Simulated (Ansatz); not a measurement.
# ClH2InO: ladder of methods at one geometry in Python

How do the methods compare on ClH2InO, in result and in cost? Wanted for ClH2InO: a ladder of methods at one geometry.

Program: Ansatz 0.2.0, driven from Python. The levels of theory stand in the script. These are calculated values, not measurements.

## (1) The system

Bond lengths: O1–In2 1.936 Å, In2–Cl3 2.291 Å, O1–H4 0.958 Å, In2–H5 1.682 Å. Angles: O1–In2–Cl3 111.7°, O1–In2–H5 115.4°, Cl3–In2–H5 132.8°, In2–O1–H4 115.0°.

No structure file is read: the coordinates are typed or built in the script.

## (2) The code

File clh2ino.py:

```python
'''ClH2InO at several levels of theory.'''

import ansatz as az

clh2ino = (
    az.Crystal.molecule()
    .atom('O', (-1.30402, 0.16541, -0.55154))
    .atom('In', (0.50782, 0.3324, 0.10939))
    .atom('Cl', (1.29181, -1.65134, 0.94632))
    .atom('H', (-1.68698, -0.70857, -0.46792))
    .atom('H', (1.19136, 1.8621, -0.03625))
)

setup = clh2ino.calculation().basis(gaussian='def2-SVP')

methods = ['mp2', 'ccsd', 'ccsd_t']
reports = [setup.correlation(m).run(threads=1, pin='off').report for m in methods]
print(f'Hartree-Fock reference {reports[0]["reference_energy_ev"] / 27.211386246:.6f} Ha')
best = reports[-1]['free_energy_ev'] - reports[-1]['reference_energy_ev']
for method, each in zip(methods, reports):
    gained = each['free_energy_ev'] - each['reference_energy_ev']
    print(f'{method:8s} total {each["free_energy_ev"] / 27.211386246:.6f} Ha  correlation {gained:9.4f} eV  ({100 * gained / best:.1f} % of the last)')
```

## (3) The calls as engine input

The package turns the script's settings into the engine's input (first run):

```yaml
crystal:
  periodic: [false, false, false]
  atoms:
    - { symbol: O, position_ang: [-1.30402, 0.16541, -0.55154] }
    - { symbol: In, position_ang: [0.50782, 0.3324, 0.10939] }
    - { symbol: Cl, position_ang: [1.29181, -1.65134, 0.94632] }
    - { symbol: H, position_ang: [-1.68698, -0.70857, -0.46792] }
    - { symbol: H, position_ang: [1.19136, 1.8621, -0.03625] }
basis:
  gaussian:
    orbitals: def2-SVP
correlation:
  method: mp2
```

## (4) The run

Run with:

```
> python clh2ino.py
```

Output:

```text
Hartree-Fock reference -724.578457 Ha
mp2      total -724.988185 Ha  correlation  -11.1493 eV  (92.2 % of the last)
ccsd     total -725.013008 Ha  correlation  -11.8247 eV  (97.8 % of the last)
ccsd_t   total -725.022957 Ha  correlation  -12.0955 eV  (100.0 % of the last)
```

Wall time 7.4 s (1 thread of Arm Neoverse V1, shared host); peak memory 0.23 GiB.

## (5) What changed from run to run

The engine's inputs for the other runs:

Run 2, against run 1:

```diff
@@ -13 +13 @@
-  method: mp2
+  method: ccsd
```

Run 3, against run 1:

```diff
@@ -13 +13 @@
-  method: mp2
+  method: ccsd_t
```

## (6) The engine's runs

The 3 runs, in the order started:

```csv
run,method,energy (eV),iterations in all,CPU time (s)
1,mp2,-19727.9335,11,0.86
2,ccsd,-19728.6090,17,2.4
3,ccsd_t,-19728.8797,17,3.5
```

Correlation energies (total less mean field):

```csv
method,correlation (eV),share of the last,miss against the last (eV),CPU time (s)
mp2,-11.149,92.2 %,+0.946,0.86
ccsd,-11.825,97.8 %,+0.271,2.4
ccsd_t,-12.095,100.0 %,+0.000,3.5
```

## (7) Summary of results

| quantity | value |
| --- | --- |
| runs compared | 3 |
| correlation energy, last run | -12.095 eV |

mp2 catches 92 % of the correlation energy of ccsd_t. In CPU time, run 3 (ccsd_t) cost about 4.1 times as much as run 1 (mp2). Notes:
- The geometry is a force-field or estimated start, not a minimum of this method, and the basis set is short of its limit. A lower total doesn't mark the better method: functionals have no common bound, and MP2 and coupled cluster aren't variational.
- def2 sets replace the cores of elements past krypton by effective core potentials.
- Inner cores stay frozen; a filled d shell under the valence of the heavier atoms is correlated with it.
